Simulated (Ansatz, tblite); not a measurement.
**Nido-B6H10 (SH for H, site d on B) (B₆H₁₀S): a ladder of methods and basis sets**

An exercise on one series of results from a longer session: the logs are not shown, and one member is left open.

Method: as each input shows; program: Ansatz 0.2.0, Gaussian basis.

The runs, in order: GFN1-xTB, GFN2-xTB, PBE-D4/def2-TZVP, r2SCAN-D4/def2-TZVP, HSE06-D4/def2-TZVP, B2PLYP/def2-TZVP, LDA/def2-TZVP, PBE-D4/def2-SVP, PBE0-D4/def2-SVP, CCSD(T)/def2-SVP, MP2/def2-TZVP.

2 further runs of the same task are left out: 2 set aside as unsound or not needed.

### The geometry

The singlet was relaxed beforehand with PBE0-D4/def2-SVP.

17 atoms, charge 0, spin multiplicity 1.

Bond lengths: B1–B2 1.730 Å, B1–B5 1.811 Å, B1–B6 1.652 Å, B1–H8 1.201 Å, B1–H14 1.346 Å, B2–B4 1.798 Å, B2–B5 1.774 Å, B2–H9 1.198 Å, B2–H14 1.342 Å, B2–H15 1.380 Å, B3–B4 1.798 Å, B3–B5 1.775 Å, B3–B6 1.729 Å, B3–H10 1.198 Å, B3–H16 1.380 Å, B3–H17 1.343 Å, B4–B5 1.750 Å, B4–H11 1.197 Å and more. Angles: B2–B1–B5 60.1°, B2–B1–B6 110.1°, B2–B1–H8 115.2°, B2–B1–H14 49.9°, B5–B1–B6 62.9°, B5–B1–H8 128.9°, B5–B1–H14 101.9°, B6–B1–H8 131.4°, B6–B1–H14 112.5°, H8–B1–H14 109.7°, B1–B2–B4 107.7°, B1–B2–B5 62.2°, B1–B2–H9 127.6°, B1–B2–H14 50.0°, B1–B2–H15 122.9°, B4–B2–B5 58.7°, B4–B2–H9 122.3°, B4–B2–H14 112.2° and more.

PBE0-D4/def2-TZVP was run before; its log isn't repeated, and its numbers join the tables.

The first run:

Tight binding, by tblite at 300 K electronic temperature and without a spin-polarisation term:

```python
tblite.interface.Calculator('GFN1-xTB', numbers, positions, charge=0, uhf=0).singlepoint()
```

Tight binding, by tblite at 300 K electronic temperature and without a spin-polarisation term:

```python
tblite.interface.Calculator('GFN2-xTB', numbers, positions, charge=0, uhf=0).singlepoint()
```

start.molden holds the orbitals of an earlier run on this state, given as this run's starting guess.

in.yaml

```yaml
crystal:
  periodic: [false, false, false]
  atoms:
    - {symbol: B, position_ang: [-0.985854, -1.171440, -0.081578]}
    - {symbol: B, position_ang: [-1.188780, 0.262453, 0.863998]}
    - {symbol: B, position_ang: [0.924685, 0.614268, -1.000175]}
    - {symbol: B, position_ang: [0.057176, 1.446612, 0.337184]}
    - {symbol: B, position_ang: [0.466902, -0.248573, 0.481497]}
    - {symbol: B, position_ang: [0.243081, -0.966365, -1.166345]}
    - {symbol: S, position_ang: [1.689923, -0.834842, 1.757243]}
    - {symbol: H, position_ang: [-1.476070, -2.163585, 0.383776]}
    - {symbol: H, position_ang: [-1.789675, 0.380563, 1.893511]}
    - {symbol: H, position_ang: [1.973203, 1.006862, -1.426129]}
    - {symbol: H, position_ang: [0.473232, 2.365007, 0.983048]}
    - {symbol: H, position_ang: [1.606618, -2.142134, 1.433525]}
    - {symbol: H, position_ang: [0.933200, -1.761468, -1.743141]}
    - {symbol: H, position_ang: [-1.915037, -0.201596, -0.165295]}
    - {symbol: H, position_ang: [-1.251357, 1.523519, 0.308004]}
    - {symbol: H, position_ang: [0.157250, 1.758655, -0.932161]}
    - {symbol: H, position_ang: [0.081502, 0.132057, -1.926965]}
basis:
  gaussian: {orbitals: def2-TZVP, initial_orbitals: start.molden}
hamiltonian: {xc: pbe, dispersion: d4}
scf: {omitted_lower_state_checks: [starts]}
output: {forces: true, orbitals: {seedname: orbitals}}
```

The run is started by

```sh
ansatz run in.yaml --threads 4 --pin off --events-out ev --progress --plain --max-ram 4787MiB
```

Among the steps run: PBE-D4/def2-TZVP; r2SCAN-D4/def2-TZVP; HSE06-D4/def2-TZVP; B2PLYP/def2-TZVP; LDA/def2-TZVP; PBE-D4/def2-SVP; PBE0-D4/def2-SVP; CCSD(T)/def2-SVP; MP2/def2-TZVP.

One of the session's tables, all rows but one given; the rest of the session is left out.

| method | binding an atom (eV) |
| --- | --- |
| HF/def2-SVP | 2.883 |
| HF/def2-TZVP | 2.818 |
| LDA/def2-TZVP | 4.235 |
| PBE-D4/def2-SVP | 3.826 |
| PBE-D4/def2-TZVP | 3.795 |
| r2SCAN-D4/def2-TZVP | 3.771 |
| PBE0-D4/def2-SVP | 3.805 |
| PBE0-D4/def2-TZVP | 3.765 |
| HSE06-D4/def2-TZVP | 3.766 |
| MP2/def2-SVP | 3.610 |
| MP2/def2-TZVP | ? |
| CCSD/def2-SVP | 3.494 |
| CCSD(T)/def2-SVP | 3.539 |

Q: Estimate the row for MP2/def2-TZVP from the others.

As computed: binding an atom (eV): 3.630. In the column «binding an atom (eV)» it lies between MP2/def2-SVP (3.610) and PBE0-D4/def2-TZVP (3.765).

Among the levels timed on like hardware and quicker than the yardstick, those that no quicker one beats, quickest first: PBE-D4/def2-SVP (2.1 s, +0.287 eV); PBE0-D4/def2-SVP (2.8 s, +0.267 eV); PBE-D4/def2-TZVP (5.5 s, +0.256 eV); MP2/def2-TZVP (6.5 s, +0.091 eV).

Caveats from the session: Free atoms were run apart at each level; binding is atoms less cluster, divided by the number of atoms, without zero-point or spin-orbit terms. The yardstick is in a double-zeta basis, so levels in larger sets aren't compared like for like.
